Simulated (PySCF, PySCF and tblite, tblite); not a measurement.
# C6H9BO3: conformers and averaged spectra

Aim: find the conformers of C6H9BO3 (`O=C1C=CCC[C@@H]1B(O)O`), weigh them, and average their properties.

Computed with tblite 0.8.0 (tight binding) and PySCF 2.14.0 (DFT, with response routines of our own); each step states its level. Atoms count from 0 throughout.

## (1) The starting structure

19 atoms, charge 0, multiplicity 1; geometry from: UFF geometry.

Bonds of the start (Å): B7–O8 1.46, B7–O9 1.46, C1–C2 1.46, C1–C6 1.52, C2–C3 1.34, C2–H10 1.09, C3–C4 1.52, C3–H11 1.08, C4–C5 1.53, C4–H12 1.11, C4–H13 1.10, C5–C6 1.55, C5–H14 1.12, C5–H15 1.11, C6–B7 1.61, C6–H16 1.11, O0–C1 1.26, O8–H17 0.99, O9–H18 0.99.

## (2) GFN2-xTB relaxation, conformer 1

The job: settings as JSON, then the geometry in Å.

```
{"job": {"xc": "GFN2-xTB", "basis": "xTB", "kind": "relax"}, "charge": 0, "multiplicity": 1}
O      0.543300    -1.213500    -2.335500
C     -0.028000    -0.659200    -1.355600
C     -1.298400     0.031400    -1.529300
C     -1.942200     0.611500    -0.511300
C     -1.342700     0.642100     0.885100
C     -0.416100    -0.555800     1.123100
C      0.642100    -0.700600     0.003900
B      1.795900     0.422100     0.120200
O      2.665600     0.449000     1.289600
O      1.959700     1.413800    -0.934900
H     -1.763600     0.059200    -2.517700
H     -2.889800     1.101300    -0.673400
H     -0.779100     1.592900     1.005900
H     -2.153400     0.636500     1.628500
H      0.076100    -0.442600     2.120400
H     -1.029800    -1.479900     1.175000
H      1.138400    -1.688000     0.131000
H      2.198400     1.048100     1.926400
H      2.613900     1.010400    -1.559000
```

On the command line:

```sh
> OMP_NUM_THREADS=1 python ens_run.py task.json out
```

This one command runs the whole study; its stages follow in the order run.

Standard output:

```text
step      E/eV     max force
  0    -840.23532    3.283
  1    -840.53230    3.312
  2    -840.69155    0.854
  3    -840.73280    0.964
  4    -840.76971    0.609
  5    -840.80048    0.346
  6    -840.81314    0.433
  7    -840.83671    0.551
  8    -840.85751    0.374
  9    -840.87534    0.405
 10    -840.89283    0.518
 11    -840.91911    0.733
 12    -840.95195    0.983
 13    -840.99533    0.777
 14    -841.04361    1.074
 15    -841.02293    2.278
 16    -841.10787    0.690
 17    -841.13273    0.479
 18    -841.17713    0.484
 19    -841.22161    0.532
 20    -841.24822    0.488
 21    -841.26698    0.755
 22    -841.29031    0.437
 23    -841.31129    0.534
 24    -841.33935    1.436
 25    -841.38016    0.652
 26    -841.40660    0.652
 27    -841.39440    3.191
 28    -841.51419    0.651
 29    -841.55942    0.770
 30    -841.58203    2.673
 31    -841.65317    0.713
 32    -841.67753    0.589
 33    -841.73430    1.004
 34    -841.75143    0.221
 35    -841.75919    0.203
 36    -841.76763    0.174
 37    -841.77486    0.167
 38    -841.78279    0.209
 39    -841.78856    0.178
 40    -841.79276    0.214
 41    -841.79695    0.256
 42    -841.80188    0.237
 43    -841.80688    0.183
 44    -841.81163    0.165
 45    -841.81604    0.142
 46    -841.82008    0.151
 47    -841.82366    0.138
 48    -841.82664    0.161
 49    -841.82957    0.151
 50    -841.83304    0.146
 51    -841.83731    0.135
 52    -841.84138    0.147
 53    -841.84442    0.147
 54    -841.84687    0.132
 55    -841.84920    0.095
 56    -841.85124    0.109
 57    -841.85306    0.155
 58    -841.85496    0.163
 59    -841.85728    0.149
 60    -841.85975    0.111
 61    -841.86230    0.115
 62    -841.86516    0.183
 63    -841.86957    0.199
 64    -841.87552    0.262
 65    -841.88133    0.185
 66    -841.88555    0.145
 67    -841.88864    0.151
 68    -841.89137    0.151
 69    -841.89523    0.128
 70    -841.89814    0.120
 71    -841.90017    0.117
 72    -841.90167    0.100
 73    -841.90337    0.068
 74    -841.90435    0.083
 75    -841.90536    0.076
 76    -841.90595    0.067
 77    -841.90647    0.058
 78    -841.90696    0.045
 79    -841.90745    0.050
 80    -841.90786    0.045
 81    -841.90816    0.041
 82    -841.90835    0.036
 83    -841.90835    0.036
 84    -841.90842    0.032
 85    -841.90866    0.024
 86    -841.90872    0.026
 87    -841.90879    0.021
 88    -841.90884    0.017
 89    -841.90888    0.020
 90    -841.90892    0.018
 91    -841.90897    0.018
 92    -841.90902    0.017
 93    -841.90905    0.013
 94    -841.90908    0.012
 95    -841.90912    0.011
 96    -841.90916    0.015
 97    -841.90921    0.015
 98    -841.90925    0.015
 99    -841.90930    0.016
100    -841.90936    0.020
101    -841.90943    0.021
102    -841.90950    0.019
103    -841.90956    0.015
104    -841.90960    0.015
105    -841.90965    0.018
106    -841.90972    0.024
107    -841.90980    0.026
108    -841.90987    0.021
109    -841.90994    0.018
110    -841.91001    0.022
111    -841.91009    0.022
112    -841.91016    0.021
113    -841.91021    0.018
114    -841.91026    0.016
115    -841.91030    0.015
116    -841.91034    0.012
117    -841.91037    0.013
118    -841.91040    0.013
119    -841.91042    0.011
120    -841.91044    0.011
121    -841.91045    0.010
122    -841.91046    0.011
123    -841.91048    0.012
124    -841.91050    0.011
125    -841.91052    0.011
126    -841.91053    0.010
127    -841.91055    0.013
128    -841.91058    0.013
129    -841.91060    0.012
130    -841.91062    0.010
131    -841.91063    0.009
132    -841.91065    0.012
133    -841.91067    0.014
134    -841.91069    0.016
135    -841.91072    0.011
136    -841.91073    0.009
137    -841.91074    0.007
138    -841.91075    0.007
139    -841.91076    0.006
140    -841.91076    0.007
141    -841.91077    0.006
142    -841.91078    0.006
143    -841.91078    0.005
144    -841.91078    0.004
145    -841.91079    0.004
```

It took 0.73 s on 1 thread of AMD EPYC 9B45, shared host.

The energy fell by 1.675 eV, and the atoms moved 0.47 Å (root mean square).

**GFN2-xTB relaxation, conformer 2**

The job: settings as JSON, then the geometry in Å.

```
{"job": {"xc": "GFN2-xTB", "basis": "xTB", "kind": "relax"}, "charge": 0, "multiplicity": 1}
O      0.516700     2.465500     0.278600
C     -0.112000     1.372300     0.264100
C     -1.414800     1.283400     0.936900
C     -2.170600     0.189000     0.844900
C     -1.743500    -0.996100     0.026800
C     -0.220100    -1.131400     0.004500
C      0.449200     0.178500    -0.484400
B      2.059900     0.087000    -0.363400
O      2.892200     1.115400    -0.973000
O      2.690300    -1.064800     0.281100
H     -1.788100     2.130100     1.505200
H     -3.130000     0.144200     1.361700
H     -2.200900    -1.920600     0.439300
H     -2.108600    -0.855500    -1.021800
H      0.124200    -1.368500     1.039900
H      0.064800    -1.971100    -0.650800
H      0.203900     0.311600    -1.553200
H      3.057300     1.760200    -0.244300
H      2.820200    -1.720000    -0.445500
```

Standard output:

```text
step      E/eV     max force
  0    -840.24016    3.294
  1    -840.53597    3.298
  2    -840.69798    0.739
  3    -840.73352    0.884
  4    -840.77082    0.541
  5    -840.79242    0.385
  6    -840.80730    0.449
  7    -840.82894    0.630
  8    -840.85617    0.580
  9    -840.88789    0.657
 10    -840.92681    0.847
 11    -840.98437    1.036
 12    -841.05107    1.000
 13    -841.11763    1.697
 14    -841.03149    2.718
 15    -841.22227    0.674
 16    -841.25562    0.615
 17    -841.30672    0.694
 18    -841.39520    1.070
 19    -841.46203    0.914
 20    -841.55690    1.277
 21    -841.59334    1.506
 22    -841.63996    0.562
 23    -841.66147    0.443
 24    -841.69391    0.523
 25    -841.72565    0.503
 26    -841.75086    0.346
 27    -841.77153    0.347
 28    -841.78613    0.286
 29    -841.79744    0.273
 30    -841.80555    0.428
 31    -841.81528    0.249
 32    -841.82544    0.316
 33    -841.83118    0.236
 34    -841.83795    0.148
 35    -841.84235    0.189
 36    -841.84827    0.315
 37    -841.85473    0.340
 38    -841.86057    0.243
 39    -841.86465    0.164
 40    -841.86789    0.172
 41    -841.87110    0.197
 42    -841.87407    0.140
 43    -841.87638    0.124
 44    -841.87830    0.121
 45    -841.87998    0.115
 46    -841.88141    0.096
 47    -841.88266    0.081
 48    -841.88379    0.095
 49    -841.88484    0.111
 50    -841.88588    0.090
 51    -841.88677    0.073
 52    -841.88739    0.063
 53    -841.88784    0.074
 54    -841.88829    0.080
 55    -841.88873    0.067
 56    -841.88912    0.060
 57    -841.88948    0.056
 58    -841.88991    0.081
 59    -841.89051    0.092
 60    -841.89123    0.073
 61    -841.89191    0.062
 62    -841.89244    0.057
 63    -841.89283    0.059
 64    -841.89315    0.051
 65    -841.89340    0.058
 66    -841.89360    0.051
 67    -841.89377    0.043
 68    -841.89394    0.027
 69    -841.89394    0.027
 70    -841.89400    0.022
 71    -841.89412    0.027
 72    -841.89419    0.028
 73    -841.89429    0.037
 74    -841.89442    0.042
 75    -841.89455    0.036
 76    -841.89466    0.027
 77    -841.89473    0.021
 78    -841.89481    0.023
 79    -841.89487    0.019
 80    -841.89493    0.019
 81    -841.89497    0.016
 82    -841.89502    0.021
 83    -841.89507    0.019
 84    -841.89512    0.015
 85    -841.89515    0.017
 86    -841.89520    0.020
 87    -841.89526    0.026
 88    -841.89533    0.023
 89    -841.89539    0.016
 90    -841.89543    0.015
 91    -841.89547    0.022
 92    -841.89553    0.028
 93    -841.89561    0.025
 94    -841.89567    0.016
 95    -841.89572    0.013
 96    -841.89575    0.016
 97    -841.89578    0.018
 98    -841.89582    0.015
 99    -841.89588    0.017
100    -841.89594    0.016
101    -841.89600    0.018
102    -841.89605    0.021
103    -841.89611    0.021
104    -841.89617    0.018
105    -841.89622    0.019
106    -841.89628    0.023
107    -841.89635    0.020
108    -841.89643    0.025
109    -841.89650    0.021
110    -841.89656    0.016
111    -841.89662    0.016
112    -841.89667    0.018
113    -841.89673    0.019
114    -841.89677    0.015
115    -841.89682    0.017
116    -841.89687    0.018
117    -841.89691    0.019
118    -841.89695    0.018
119    -841.89699    0.017
120    -841.89702    0.014
121    -841.89704    0.011
122    -841.89706    0.009
123    -841.89708    0.012
124    -841.89710    0.016
125    -841.89713    0.017
126    -841.89716    0.014
127    -841.89718    0.013
128    -841.89721    0.014
129    -841.89723    0.012
130    -841.89727    0.012
131    -841.89731    0.015
132    -841.89736    0.018
133    -841.89741    0.016
134    -841.89747    0.015
135    -841.89751    0.014
136    -841.89755    0.016
137    -841.89758    0.014
138    -841.89761    0.014
139    -841.89762    0.010
140    -841.89762    0.008
141    -841.89763    0.004
```

It took 0.67 s on 1 thread of AMD EPYC 9B45, shared host.

The energy fell by 1.657 eV, and the atoms moved 0.38 Å (root mean square).

## (3) Shieldings, conformer 1: WP04/pcSseg-1 in water

The job: settings as JSON, then the geometry in Å.

```
{"job": {"xc": "WP04", "basis": "pcSseg-1", "solvent": "water", "kind": "nmr", "pop": true}, "charge": 0, "multiplicity": 1}
O      0.769185    -0.582184    -2.349234
C      0.054379    -0.425255    -1.368207
C     -1.299479     0.120912    -1.482197
C     -1.956765     0.605566    -0.429055
C     -1.402164     0.540801     0.952380
C     -0.495315    -0.677427     1.091950
C      0.586616    -0.662623     0.014864
B      1.782617     0.429129     0.220444
O      1.909370     1.043536     1.412781
O      2.640785     0.686732    -0.783328
H     -1.700696     0.180945    -2.483738
H     -2.921815     1.077792    -0.557831
H     -0.818824     1.446553     1.147359
H     -2.211481     0.505702     1.683881
H     -0.024710    -0.680348     2.075028
H     -1.099348    -1.583841     0.993272
H      1.101156    -1.630477     0.000627
H      2.655523     1.642386     1.466497
H      2.421162     0.240737    -1.612956
```

Standard output:

```text
coarse grid: 16440 points
cycle   1  E = -494.9354128381  dE =  1.620e+00  |g| = 1.651e+00  |ddm| = 4.131e+00
cycle   2  E = -493.9293515679  dE =  1.006e+00  |g| = 2.765e+00  |ddm| = 3.249e+00
cycle   3  E = -495.3450054983  dE = -1.416e+00  |g| = 5.420e-01  |ddm| = 2.622e+00
cycle   4  E = -495.4033453890  dE = -5.834e-02  |g| = 1.536e-01  |ddm| = 4.886e-01
cycle   5  E = -495.4068688213  dE = -3.523e-03  |g| = 5.612e-02  |ddm| = 1.200e-01
cycle   6  E = -495.4074999295  dE = -6.311e-04  |g| = 1.162e-02  |ddm| = 5.189e-02
cycle   7  E = -495.4075262570  dE = -2.633e-05  |g| = 4.205e-03  |ddm| = 1.137e-02
cycle   8  E = -495.4075299630  dE = -3.706e-06  |g| = 1.491e-03  |ddm| = 3.642e-03
final grid: 160432 points
cycle   9  E = -495.5365186917  dE = -1.094e-04  |g| = 1.205e-02  |ddm| = 4.637e-02
cycle  10  E = -495.5364292462  dE =  8.945e-05  |g| = 2.395e-02  |ddm| = 2.735e-02
cycle  11  E = -495.5365501969  dE = -1.210e-04  |g| = 3.350e-03  |ddm| = 1.926e-02
cycle  12  E = -495.5365523566  dE = -2.160e-06  |g| = 4.607e-04  |ddm| = 2.513e-03
cycle  13  E = -495.5365523823  dE = -2.564e-08  |g| = 2.963e-04  |ddm| = 5.239e-04
cycle  14  E = -495.5365524008  dE = -1.848e-08  |g| = 7.420e-05  |ddm| = 2.451e-04
cycle  15  E = -495.5365524019  dE = -1.186e-09  |g| = 2.651e-05  |ddm| = 6.801e-05
cycle  16  E = -495.5365524021  dE = -1.530e-10  |g| = 5.273e-06  |ddm| = 2.023e-05
converged SCF energy = -495.5365524021

GIAO shielding tensors (ppm)
atom      isotropic    diamagn.    paramagn.     s11        s22        s33       span
  0 O     -205.076     407.145    -612.221   -676.063   -280.655    341.491   1017.554
  1 C      -39.326     255.743    -295.069   -119.811    -93.345     95.176    214.987
  2 C       40.810     255.860    -215.050    -54.730     46.493    130.666    185.396
  3 C        8.667     258.236    -249.568   -120.990     -1.079    148.071    269.061
  4 C      145.211     252.256    -107.045    133.055    146.394    156.184     23.129
  5 C      146.058     249.658    -103.599    136.182    147.491    154.502     18.320
  6 C      129.349     258.884    -129.535    110.216    129.932    147.899     37.682
  7 B       67.663     195.958    -128.296     55.863     61.997     85.129     29.266
  8 O      224.302     391.981    -167.679    122.665    265.031    285.209    162.544
  9 O      204.777     391.483    -186.706     87.176    236.441    290.715    203.540
 10 H       25.915      30.998      -5.083     24.041     25.605     28.099      4.059
 11 H       24.467      29.577      -5.111     22.317     23.437     27.645      5.328
 12 H       29.409      32.435      -3.026     25.297     29.162     33.767      8.470
 13 H       29.566      29.180       0.386     25.405     27.592     35.702     10.297
 14 H       29.799      31.572      -1.772     25.852     28.581     34.966      9.114
 15 H       29.971      31.590      -1.619     25.801     28.528     35.583      9.782
 16 H       29.539      32.511      -2.972     25.330     29.685     33.602      8.272
 17 H       27.051      28.829      -1.778     20.496     22.441     38.215     17.719
 18 H       25.059      33.740      -8.681     15.614     24.530     35.034     19.420
```

Run time: 33 s. Hardware: 1 thread of AMD EPYC 9B45, shared host; peak memory 1.1 GiB.

In short: HOMO -8.52 eV, LUMO -3.74 eV; dipole 3.98 D.

## (4) Single-point energy, conformer 1: PBE0/def2-SVP in water

The job, as its differences from that of step 3:

```diff
@@ -1,2 +1,2 @@
-{"job": {"xc": "WP04", "basis": "pcSseg-1", "solvent": "water", "kind": "nmr", "pop": true}, "charge": 0, "multiplicity": 1}
+{"job": {"xc": "PBE0", "basis": "def2-SVP", "solvent": "water", "kind": "sp"}, "charge": 0, "multiplicity": 1}
 O      0.769185    -0.582184    -2.349234
```

Standard output:

```text
coarse grid: 16440 points
cycle   1  E = -483.4969121908  dE =  1.635e+00  |g| = 1.068e+00  |ddm| = 4.810e+00
cycle   2  E = -483.1667631548  dE =  3.301e-01  |g| = 1.695e+00  |ddm| = 2.880e+00
cycle   3  E = -483.7010001395  dE = -5.342e-01  |g| = 2.638e-01  |ddm| = 2.082e+00
cycle   4  E = -483.7153190622  dE = -1.432e-02  |g| = 6.493e-02  |ddm| = 3.110e-01
cycle   5  E = -483.7160307874  dE = -7.117e-04  |g| = 1.938e-02  |ddm| = 7.330e-02
cycle   6  E = -483.7161137703  dE = -8.298e-05  |g| = 4.391e-03  |ddm| = 2.463e-02
cycle   7  E = -483.7161176605  dE = -3.890e-06  |g| = 1.143e-03  |ddm| = 5.633e-03
final grid: 160432 points
cycle   8  E = -483.8036836864  dE = -4.337e-05  |g| = 1.348e-02  |ddm| = 5.020e-02
cycle   9  E = -483.8036068085  dE =  7.688e-05  |g| = 2.387e-02  |ddm| = 3.682e-02
cycle  10  E = -483.8037219998  dE = -1.152e-04  |g| = 2.267e-03  |ddm| = 2.457e-02
cycle  11  E = -483.8037230352  dE = -1.035e-06  |g| = 3.019e-04  |ddm| = 2.301e-03
cycle  12  E = -483.8037230508  dE = -1.562e-08  |g| = 1.182e-04  |ddm| = 4.211e-04
cycle  13  E = -483.8037230536  dE = -2.753e-09  |g| = 3.306e-05  |ddm| = 1.328e-04
cycle  14  E = -483.8037230538  dE = -2.290e-10  |g| = 7.688e-06  |ddm| = 4.363e-05
converged SCF energy = -483.8037230538
```

Wall time 11 s (1 thread of AMD EPYC 9B45, shared host); peak memory 0.81 GiB.

In short: HOMO -7.19 eV, LUMO -1.43 eV; dipole 3.52 D.

## (5) Shieldings, conformer 2: WP04/pcSseg-1 in water

The job: settings as JSON, then the geometry in Å.

```
{"job": {"xc": "WP04", "basis": "pcSseg-1", "solvent": "water", "kind": "nmr", "pop": false}, "charge": 0, "multiplicity": 1}
O      0.639491     2.370941     0.199649
C     -0.015602     1.338940     0.241380
C     -1.324029     1.305038     0.900441
C     -2.164864     0.278535     0.775017
C     -1.796396    -0.966029     0.043000
C     -0.285077    -1.162789     0.085923
C      0.448478     0.074318    -0.436249
B      2.068336    -0.069899    -0.393646
O      2.879630     0.993017    -0.255661
O      2.585432    -1.311258    -0.521105
H     -1.600629     2.204162     1.432719
H     -3.156829     0.329128     1.204371
H     -2.309984    -1.824850     0.479577
H     -2.135818    -0.878537    -0.995613
H      0.021662    -1.345451     1.117990
H      0.012554    -2.028571    -0.504840
H      0.184891     0.211437    -1.494896
H      2.395793     1.824361    -0.129550
H      3.543157    -1.333243    -0.501959
```

Standard output:

```text
coarse grid: 16440 points
cycle   1  E = -494.9431635254  dE =  1.606e+00  |g| = 1.645e+00  |ddm| = 4.141e+00
cycle   2  E = -493.9816223356  dE =  9.615e-01  |g| = 2.726e+00  |ddm| = 3.149e+00
cycle   3  E = -495.3528355255  dE = -1.371e+00  |g| = 5.270e-01  |ddm| = 2.504e+00
cycle   4  E = -495.4075558968  dE = -5.472e-02  |g| = 1.528e-01  |ddm| = 4.639e-01
cycle   5  E = -495.4110191148  dE = -3.463e-03  |g| = 5.562e-02  |ddm| = 1.185e-01
cycle   6  E = -495.4116470178  dE = -6.279e-04  |g| = 1.157e-02  |ddm| = 5.111e-02
cycle   7  E = -495.4116731107  dE = -2.609e-05  |g| = 4.324e-03  |ddm| = 1.124e-02
cycle   8  E = -495.4116769300  dE = -3.819e-06  |g| = 1.504e-03  |ddm| = 3.636e-03
final grid: 160432 points
cycle   9  E = -495.5392572412  dE = -1.130e-04  |g| = 1.251e-02  |ddm| = 5.154e-02
cycle  10  E = -495.5391587430  dE =  9.850e-05  |g| = 2.516e-02  |ddm| = 2.776e-02
cycle  11  E = -495.5392907197  dE = -1.320e-04  |g| = 3.321e-03  |ddm| = 1.961e-02
cycle  12  E = -495.5392928863  dE = -2.167e-06  |g| = 4.664e-04  |ddm| = 2.407e-03
cycle  13  E = -495.5392929143  dE = -2.800e-08  |g| = 2.930e-04  |ddm| = 5.330e-04
cycle  14  E = -495.5392929320  dE = -1.769e-08  |g| = 8.000e-05  |ddm| = 2.465e-04
cycle  15  E = -495.5392929335  dE = -1.442e-09  |g| = 2.452e-05  |ddm| = 7.288e-05
cycle  16  E = -495.5392929336  dE = -1.213e-10  |g| = 6.243e-06  |ddm| = 1.919e-05
converged SCF energy = -495.5392929336

GIAO shielding tensors (ppm)
atom      isotropic    diamagn.    paramagn.     s11        s22        s33       span
  0 O     -205.306     406.808    -612.114   -667.499   -287.156    338.736   1006.235
  1 C      -40.313     255.180    -295.493   -117.773    -94.834     91.668    209.440
  2 C       40.712     254.593    -213.881    -53.890     46.246    129.781    183.671
  3 C        6.989     257.929    -250.940   -124.001     -2.509    147.477    271.478
  4 C      143.727     251.372    -107.645    131.470    145.127    154.585     23.115
  5 C      145.071     250.735    -105.664    132.139    145.427    157.646     25.508
  6 C      135.500     260.204    -124.705    120.470    138.137    147.892     27.423
  7 B       66.495     194.607    -128.112     54.151     61.348     83.987     29.836
  8 O      201.483     391.010    -189.527     88.624    234.318    281.507    192.883
  9 O      225.652     391.076    -165.424    130.129    266.711    280.116    149.986
 10 H       25.918      30.717      -4.799     24.191     25.288     28.275      4.084
 11 H       24.380      28.843      -4.463     21.822     23.667     27.652      5.829
 12 H       29.518      28.910       0.608     25.308     27.737     35.508     10.200
 13 H       29.480      30.555      -1.075     26.307     27.438     34.694      8.387
 14 H       30.231      33.779      -3.548     25.951     30.319     34.423      8.472
 15 H       29.879      32.232      -2.353     24.328     30.232     35.078     10.750
 16 H       29.972      34.012      -4.040     26.803     29.597     33.517      6.713
 17 H       23.504      33.743     -10.239     13.085     22.583     34.843     21.758
 18 H       27.356      28.192      -0.836     20.942     22.839     38.287     17.344
```

Wall time 28 s (1 thread of AMD EPYC 9B45, shared host); peak memory 1.1 GiB.

This run: HOMO -8.60 eV, LUMO -3.75 eV; dipole 4.39 D.

[end of part 1 of 2]
